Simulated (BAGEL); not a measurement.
**doublet CH4GaN+ at 4 levels**

Wanted: a comparison of 4 runs (ROHF/6-31G*, UHF/6-31G*, ROHF/cc-pVDZ, UHF/cc-pVDZ) of doublet CH4GaN+. 

The results are computed with BAGEL 1.2.2.

3 further runs of the same task are left out: 3 that didn't finish. Runs told in other sessions of the task aren't counted.

## (1) The system as given

CH4GaN+: 7 atoms, total charge +1, spin state doublet. As SMILES of the parent species, `C=[N][GaH2]`. The shape is that of a PBE0-D4/def2-TZVP optimisation. That shape belongs to the parent species and isn't relaxed for this state.

Bond lengths: C1–N2 1.242 Å, N2–Ga3 1.803 Å, C1–H4 1.101 Å, C1–H5 1.101 Å, Ga3–H6 1.556 Å, Ga3–H7 1.556 Å. Angles: C1–N2–Ga3 162.6°, N2–C1–H4 123.4°, N2–C1–H5 121.6°, N2–Ga3–H6 115.6°, N2–Ga3–H7 115.6°, H4–C1–H5 115.0°, H6–Ga3–H7 128.6°.

## (2) A single-point energy at ROHF/6-31G(d) (density fitting with qzvpp-jkfit, spherical functions) (run 1)

input.json

```json
{ "bagel" : [

{
  "title" : "molecule",
  "basis" : "6-31gs.json",
  "df_basis" : "qzvpp-jkfit",
  "angstrom" : true,
  "geometry" : [
    { "atom" : "C", "xyz" : [   -1.119700,    0.099100,   -0.980300 ] },
    { "atom" : "N", "xyz" : [   -0.311300,   -0.140700,   -0.067900 ] },
    { "atom" : "Ga", "xyz" : [    1.142300,   -0.099700,    0.998500 ] },
    { "atom" : "H", "xyz" : [   -0.943900,    0.853500,   -1.763300 ] },
    { "atom" : "H", "xyz" : [   -2.076800,   -0.439300,   -1.060100 ] },
    { "atom" : "H", "xyz" : [    1.040600,    0.837400,    2.236500 ] },
    { "atom" : "H", "xyz" : [    2.268800,   -1.110200,    0.636700 ] }
  ]
},
{
  "title" : "rohf",
  "charge" : 1,
  "nopen" : 1
},
{
  "title" : "print",
  "file" : "orbitals.molden",
  "orbitals" : true
}

]}
```

The basis set 6-31G* is read from a file made from the Basis Set Exchange's data (not shown).

Command:

```sh
$ BAGEL_NUM_THREADS=1 BAGEL input.json > input.out
```

Standard output:

```text
* using 1 threads per process

  ===============================================================
  ===============================================================

  *** Geometry ***

  { "atom" : "C", "xyz" : [     -2.115926,      0.187272,     -1.852499 ] },
  { "atom" : "N", "xyz" : [     -0.588272,     -0.265884,     -0.128312 ] },
  { "atom" : "Ga", "xyz" : [      2.158634,     -0.188406,      1.886892 ] },
  { "atom" : "H", "xyz" : [     -1.783712,      1.612881,     -3.332154 ] },
  { "atom" : "H", "xyz" : [     -3.924583,     -0.830157,     -2.003299 ] },
  { "atom" : "H", "xyz" : [      1.966449,      1.582457,      4.226372 ] },
  { "atom" : "H", "xyz" : [      4.287411,     -2.097974,      1.203189 ] },

  Number of auxiliary basis functions:      490

  Since a DF basis is specified, we compute 2- and 3-index integrals:
    o Being stored without compression. Storage requirement is 0.018 GB

  Number of basis functions:       68
  Number of electrons      :       48

    * METHOD: MOLECULE                             0.17

  *** Open-shell HF ***

  === Nuclear Repulsion ===
   158.6980207690

      * DIIS with orbital gradients will be used.

  === ROHF iteration (6-31gs.json) ===
      0      -2017.16942756          0.03053115           0.08
      1      -2017.24879769          0.02045330           0.07
      2      -2017.27179259          0.01457164           0.07
      3      -2017.28858169          0.00267671           0.07
      4      -2017.29123168          0.00098082           0.08
      5      -2017.29185809          0.00045159           0.08
      6      -2017.29198544          0.00015612           0.08
      7      -2017.29202527          0.00008084           0.08
      8      -2017.29203306          0.00004241           0.08
      9      -2017.29203640          0.00001676           0.08
     10      -2017.29203791          0.00000722           0.09
     11      -2017.29203782          0.00000381           0.09
     12      -2017.29203800          0.00000129           0.09
     13      -2017.29203808          0.00000072           0.08
     14      -2017.29203813          0.00000037           0.08
     15      -2017.29203816          0.00000022           0.08
     16      -2017.29203818          0.00000015           0.08
     17      -2017.29203819          0.00000009           0.08
     18      -2017.29203819          0.00000005           0.08
     19      -2017.29203819          0.00000003           0.07
     20      -2017.29203819          0.00000001           0.08
     21      -2017.29203819          0.00000001           0.08
    * SCF iteration converged.

    * S^2 (ROHF) is 0.7500

    * Permanent dipole moment:
           (    1.645996,    -0.263071,     1.583828) a.u.

    * METHOD: ROHF                                 1.88

    * METHOD: PRINT                                0.01

  ===============================================================
```

Run time: 2.2 s. Hardware: 1 thread of Intel Xeon 6975P-C (Granite Rapids), shared host; peak memory 0.11 GiB.

## (3) The energy at UHF/6-31G(d) (density fitting with qzvpp-jkfit, spherical functions) (run 2)

input.json

```json
{ "bagel" : [

{
  "title" : "molecule",
  "basis" : "6-31gs.json",
  "df_basis" : "qzvpp-jkfit",
  "angstrom" : "true",
  "geometry" : [
    { "atom" : "C", "xyz" : [      -1.119700,       0.099100,      -0.980300 ] },
    { "atom" : "N", "xyz" : [      -0.311300,      -0.140700,      -0.067900 ] },
    { "atom" : "Ga", "xyz" : [       1.142300,      -0.099700,       0.998500 ] },
    { "atom" : "H", "xyz" : [      -0.943900,       0.853500,      -1.763300 ] },
    { "atom" : "H", "xyz" : [      -2.076800,      -0.439300,      -1.060100 ] },
    { "atom" : "H", "xyz" : [       1.040600,       0.837400,       2.236500 ] },
    { "atom" : "H", "xyz" : [       2.268800,      -1.110200,       0.636700 ] }
  ]
},

{ "title" : "uhf", "charge" : 1, "nopen" : 1 },

{ "title" : "print", "file" : "orbitals.molden", "orbitals" : "true" }

]}
```

The basis set 6-31G* is read from a file made from the Basis Set Exchange's data (not shown).

Command:

```sh
$ BAGEL_NUM_THREADS=1 BAGEL input.json > input.out
```

Standard output:

```text
* using 1 threads per process

  ===============================================================
  ===============================================================

  *** Geometry ***

  { "atom" : "C", "xyz" : [     -2.115926,      0.187272,     -1.852499 ] },
  { "atom" : "N", "xyz" : [     -0.588272,     -0.265884,     -0.128312 ] },
  { "atom" : "Ga", "xyz" : [      2.158634,     -0.188406,      1.886892 ] },
  { "atom" : "H", "xyz" : [     -1.783712,      1.612881,     -3.332154 ] },
  { "atom" : "H", "xyz" : [     -3.924583,     -0.830157,     -2.003299 ] },
  { "atom" : "H", "xyz" : [      1.966449,      1.582457,      4.226372 ] },
  { "atom" : "H", "xyz" : [      4.287411,     -2.097974,      1.203189 ] },

  Number of auxiliary basis functions:      490

  Since a DF basis is specified, we compute 2- and 3-index integrals:
    o Being stored without compression. Storage requirement is 0.018 GB

  Number of basis functions:       68
  Number of electrons      :       48

    * METHOD: MOLECULE                             0.17

  *** Open-shell HF ***

  === Nuclear Repulsion ===
   158.6980207690

      * DIIS with orbital gradients will be used.

  === UHF iteration (6-31gs.json) ===
      0      -2017.16942756          0.03053115           0.08
      1      -2017.25637045          0.01996243           0.08
      2      -2017.27945743          0.01389856           0.08
      3      -2017.29469597          0.00246869           0.08
      4      -2017.29783370          0.00085364           0.08
      5      -2017.29851063          0.00036619           0.08
      6      -2017.29883591          0.00013853           0.08
      7      -2017.29905483          0.00008673           0.08
      8      -2017.29922173          0.00006661           0.08
      9      -2017.29941750          0.00006442           0.07
     10      -2017.29950902          0.00005375           0.07
     11      -2017.29971542          0.00005117           0.08
     12      -2017.29988524          0.00004443           0.07
     13      -2017.29991603          0.00003343           0.07
     14      -2017.29991117          0.00001058           0.07
     15      -2017.29991895          0.00000929           0.08
     16      -2017.29992006          0.00000216           0.08
     17      -2017.29991984          0.00000249           0.07
     18      -2017.29992012          0.00000111           0.08
     19      -2017.29992023          0.00000031           0.08
     20      -2017.29992023          0.00000007           0.08
     21      -2017.29992023          0.00000005           0.08
     22      -2017.29992023          0.00000003           0.08
     23      -2017.29992023          0.00000002           0.08
     24      -2017.29992023          0.00000001           0.08
    * SCF iteration converged.

    * S^2 (UHF) is 0.8541

    * Permanent dipole moment:
           (    1.593701,    -0.250384,     1.528244) a.u.

    * METHOD: UHF                                  2.05

    * METHOD: PRINT                                0.01

  ===============================================================
```

Wall time 2.4 s (1 thread of Intel Xeon 6975P-C (Granite Rapids), shared host); peak memory 0.11 GiB.

## (4) The energy at ROHF/cc-pVDZ (density fitting with qzvpp-jkfit) (run 3)

calc.json

```json
{ "bagel": [

{
  "title": "molecule",
  "basis": "cc-pvdz.json",
  "df_basis": "qzvpp-jkfit",
  "angstrom": true,
  "geometry": [
    { "atom": "C", "xyz": [      -1.119700,       0.099100,      -0.980300 ] },
    { "atom": "N", "xyz": [      -0.311300,      -0.140700,      -0.067900 ] },
    { "atom": "Ga", "xyz": [       1.142300,      -0.099700,       0.998500 ] },
    { "atom": "H", "xyz": [      -0.943900,       0.853500,      -1.763300 ] },
    { "atom": "H", "xyz": [      -2.076800,      -0.439300,      -1.060100 ] },
    { "atom": "H", "xyz": [       1.040600,       0.837400,       2.236500 ] },
    { "atom": "H", "xyz": [       2.268800,      -1.110200,       0.636700 ] }
  ]
},

{ "title": "rohf", "charge": 1, "nopen": 1 },

{ "title": "print", "file": "orbitals.molden", "orbitals": true }

]}
```

The basis set cc-pVDZ is read from a file made from the Basis Set Exchange's data (not shown).

Command:

```sh
$ BAGEL_NUM_THREADS=1 BAGEL calc.json > calc.out
```

Standard output:

```text
* using 1 threads per process

  ===============================================================
  ===============================================================

  *** Geometry ***

  { "atom" : "C", "xyz" : [     -2.115926,      0.187272,     -1.852499 ] },
  { "atom" : "N", "xyz" : [     -0.588272,     -0.265884,     -0.128312 ] },
  { "atom" : "Ga", "xyz" : [      2.158634,     -0.188406,      1.886892 ] },
  { "atom" : "H", "xyz" : [     -1.783712,      1.612881,     -3.332154 ] },
  { "atom" : "H", "xyz" : [     -3.924583,     -0.830157,     -2.003299 ] },
  { "atom" : "H", "xyz" : [      1.966449,      1.582457,      4.226372 ] },
  { "atom" : "H", "xyz" : [      4.287411,     -2.097974,      1.203189 ] },

  Number of auxiliary basis functions:      490

  Since a DF basis is specified, we compute 2- and 3-index integrals:
    o Being stored without compression. Storage requirement is 0.022 GB

  Number of basis functions:       75
  Number of electrons      :       48

    * METHOD: MOLECULE                             0.17

  *** Open-shell HF ***

  === Nuclear Repulsion ===
   158.6980207690

      * DIIS with orbital gradients will be used.

  === ROHF iteration (cc-pvdz.json) ===
      0      -2017.43587864          0.02368050           0.09
      1      -2017.51106155          0.01737126           0.09
      2      -2017.53424085          0.01212569           0.09
      3      -2017.55268730          0.00273494           0.09
      4      -2017.55579446          0.00087786           0.09
      5      -2017.55647627          0.00024189           0.09
      6      -2017.55662112          0.00010214           0.09
      7      -2017.55664256          0.00005733           0.09
      8      -2017.55664663          0.00002388           0.09
      9      -2017.55664988          0.00000979           0.09
     10      -2017.55665026          0.00000519           0.09
     11      -2017.55665045          0.00000136           0.09
     12      -2017.55665056          0.00000050           0.09
     13      -2017.55665064          0.00000023           0.09
     14      -2017.55665066          0.00000012           0.09
     15      -2017.55665068          0.00000006           0.09
     16      -2017.55665069          0.00000003           0.09
     17      -2017.55665069          0.00000001           0.09
     18      -2017.55665069          0.00000001           0.09
    * SCF iteration converged.

    * S^2 (ROHF) is 0.7500

    * Permanent dipole moment:
           (    1.661599,    -0.260879,     1.593135) a.u.

    * METHOD: ROHF                                 1.83

    * METHOD: PRINT                                0.01

  ===============================================================
```

It took 2.2 s on 1 thread of Intel Xeon 6975P-C (Granite Rapids), shared host; peak memory 0.11 GiB.

## (5) The energy at UHF/cc-pVDZ (density fitting with qzvpp-jkfit) (run 4)

input.json, as its differences from that of step 3:

```diff
@@ -4,5 +4,5 @@
   "title" : "molecule",
-  "basis" : "6-31gs.json",
+  "basis" : "cc-pvdz.json",
   "df_basis" : "qzvpp-jkfit",
-  "angstrom" : "true",
+  "angstrom" : true,
   "geometry" : [
@@ -20,3 +20,3 @@
 
-{ "title" : "print", "file" : "orbitals.molden", "orbitals" : "true" }
+{ "title" : "print", "file" : "orbitals.molden", "orbitals" : true }
```

The basis set cc-pVDZ is read from a file made from the Basis Set Exchange's data (not shown).

Command:

```sh
$ BAGEL_NUM_THREADS=1 BAGEL input.json > input.out
```

Standard output:

```text
* using 1 threads per process

  ===============================================================
  ===============================================================

  *** Geometry ***

  { "atom" : "C", "xyz" : [     -2.115926,      0.187272,     -1.852499 ] },
  { "atom" : "N", "xyz" : [     -0.588272,     -0.265884,     -0.128312 ] },
  { "atom" : "Ga", "xyz" : [      2.158634,     -0.188406,      1.886892 ] },
  { "atom" : "H", "xyz" : [     -1.783712,      1.612881,     -3.332154 ] },
  { "atom" : "H", "xyz" : [     -3.924583,     -0.830157,     -2.003299 ] },
  { "atom" : "H", "xyz" : [      1.966449,      1.582457,      4.226372 ] },
  { "atom" : "H", "xyz" : [      4.287411,     -2.097974,      1.203189 ] },

  Number of auxiliary basis functions:      490

  Since a DF basis is specified, we compute 2- and 3-index integrals:
    o Being stored without compression. Storage requirement is 0.022 GB

  Number of basis functions:       75
  Number of electrons      :       48

    * METHOD: MOLECULE                             0.17

  *** Open-shell HF ***

  === Nuclear Repulsion ===
   158.6980207690

      * DIIS with orbital gradients will be used.

  === UHF iteration (cc-pvdz.json) ===
      0      -2017.43587864          0.02368050           0.09
      1      -2017.51903258          0.01682949           0.09
      2      -2017.54242363          0.01140556           0.09
      3      -2017.55892324          0.00255815           0.09
      4      -2017.56248200          0.00082326           0.09
      5      -2017.56320531          0.00024065           0.09
      6      -2017.56352922          0.00009238           0.09
      7      -2017.56372407          0.00006435           0.09
      8      -2017.56392660          0.00005586           0.09
      9      -2017.56408857          0.00004832           0.09
     10      -2017.56439603          0.00003977           0.09
     11      -2017.56450047          0.00003599           0.09
     12      -2017.56451010          0.00002146           0.09
     13      -2017.56451512          0.00000482           0.09
     14      -2017.56451536          0.00000231           0.09
     15      -2017.56451534          0.00000058           0.09
     16      -2017.56451534          0.00000045           0.09
     17      -2017.56451536          0.00000041           0.09
     18      -2017.56451536          0.00000034           0.09
     19      -2017.56451537          0.00000018           0.09
     20      -2017.56451538          0.00000004           0.09
     21      -2017.56451538          0.00000001           0.09
     22      -2017.56451538          0.00000000           0.09
    * SCF iteration converged.

    * S^2 (UHF) is 0.8506

    * Permanent dipole moment:
           (    1.611923,    -0.248938,     1.540469) a.u.

    * METHOD: UHF                                  2.21

    * METHOD: PRINT                                0.01

  ===============================================================
```

It took 2.6 s on 1 thread of Intel Xeon 6975P-C (Granite Rapids), shared host; peak memory 0.11 GiB.

## (6) The series

```
run                                                                level   energy (Eh)   ⟨S²⟩  wall time
  1  ROHF/6-31G* (density fitting with qzvpp-jkfit, spherical functions)  -2017.292038  0.750      2.2 s
  2   UHF/6-31G* (density fitting with qzvpp-jkfit, spherical functions)  -2017.299920  0.854      2.4 s
  3                      ROHF/cc-pVDZ (density fitting with qzvpp-jkfit)  -2017.556651  0.750      2.2 s
  4                       UHF/cc-pVDZ (density fitting with qzvpp-jkfit)  -2017.564515  0.851      2.6 s
```

## (7) What came out

| quantity | value |
| --- | --- |
| run 4: total energy | -2017.56452 Eh |
| run 4: ⟨S²⟩ | 0.851 |

In words: Spin contamination of the reference: run 2 ⟨S²⟩ = 0.85, run 4 ⟨S²⟩ = 0.85. All runs together took 9.3 s, the longest 2.6 s.
